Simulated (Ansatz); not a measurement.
**Re (Rhenium): how the settings move a relaxation**

Aim: see which settings change the result for Re (Rhenium), by how much, and at what cost.

Method: reference: DFT, LDA, PAW with Ansatz's default frozen-core files, scalar-relativistic, in Ansatz 0.2.0.

**1. Starting point**

It takes space group P-1 (No. 2, triclinic). The conventional cell has a = 2.761 Å, b = 2.761 Å, c = 4.458 Å, α = 90.00°, β = 90.00°, γ = 120.00°. Around Re (site symmetry 1) lie 12 Re at 2.67 to 2.81 Å.

Cell or atoms stand a little off a more symmetric structure (P6_3/mmc at a tolerance of 0.3 Å), so results at this geometry aren't those of that ideal crystal.

As a file:

```
CELL_PARAMETERS angstrom
2.76080 0.00000 0.00000
-1.38040 2.39092 0.00000
0.00000 0.00000 4.45820
ATOMIC_POSITIONS crystal
Re 0.31729 0.66225 0.27095
Re 0.66033 0.32992 0.75463
```

**2. The reference run**

Input file input.yaml:

```yaml
crystal:
  lattice:
    - [2.7608, 0.0, 0.0]
    - [-1.3804, 2.3909229348, 0.0]
    - [0.0, 0.0, 4.4582]
  atoms:
    - { symbol: Re, position: [0.3172891933, 0.6622479367, 0.27095125] }
    - { symbol: Re, position: [0.6603296467, 0.3299207933, 0.75462655] }
kpoints:
  mp_grid: { grid: [9, 9, 5] }
scf:
  occupations: { method: fermi_dirac, width: 0.05 }
hamiltonian:
  xc: lda
  pseudopotentials: { kind: paw }
output:
  forces: true
  stress: true
  efg: { contact_densities: true }
relax:
  f_tol: 0.01
  max_steps: 80
  cell: {}
```

On the command line:

```console
$ ansatz run input.yaml --threads 1 --pin off --max-ram 2048MiB --backend cpu --events-out ev --progress --plain --runs-dir out
```

**3. Variant: hubbard.sites [{species: Re, l: d, u_eff: 4.0}], hubbard.double_counting fll, ecutwfc 18.4 Ry**

input.yaml, as its differences from that of step 2:

```diff
@@ -15,2 +15,3 @@
   pseudopotentials: { kind: paw }
+  hubbard: { sites: [{ species: Re, l: d, u_eff: 4.0 }], double_counting: fll }
 output:
@@ -23 +24,3 @@
   cell: {}
+basis:
+  ecutwfc: "18.4 Ry"
```

**Question.** What will these runs give? Wanted: for each run, ending; energy change; pressure; gap; force.

As calculated:

| run | ending | energy change | pressure (GPa) | gap (eV) | force (eV/Å) | cycles | time |
| --- | --- | --- | --- | --- | --- | --- | --- |
| reference | converged | 0 | 0.0 | 0.00 | 0.00 | 38 | 37 s |
| 1: hubbard.sites [{species: Re, l: d, u_eff: 4.0}], hubbard.double_counting fll, ecutwfc 18.4 Ry | converged | +5.83 eV/atom (U changed: no physical gain or loss) | 0.0 | 0.00 | 0.00 | 105 | 2.4 min |

Changing the Hubbard U and cutoff moves the energy by +5.83 eV/atom, and the final volume goes from 28.67 to 29.14 Å³. The U term adds an energy of its own, so the shift says nothing about which run is better. The log warns that the cutoff is under what these potentials recommend, so the shift holds truncation error. Cost: 105 SCF cycles against 38, 2.4 min against 37 s. Run 1 ran under the cutoff that the potentials recommend, as the log warns, so basis error is mixed into its values. A changed U is a change of model: its shifts are not errors of convergence.
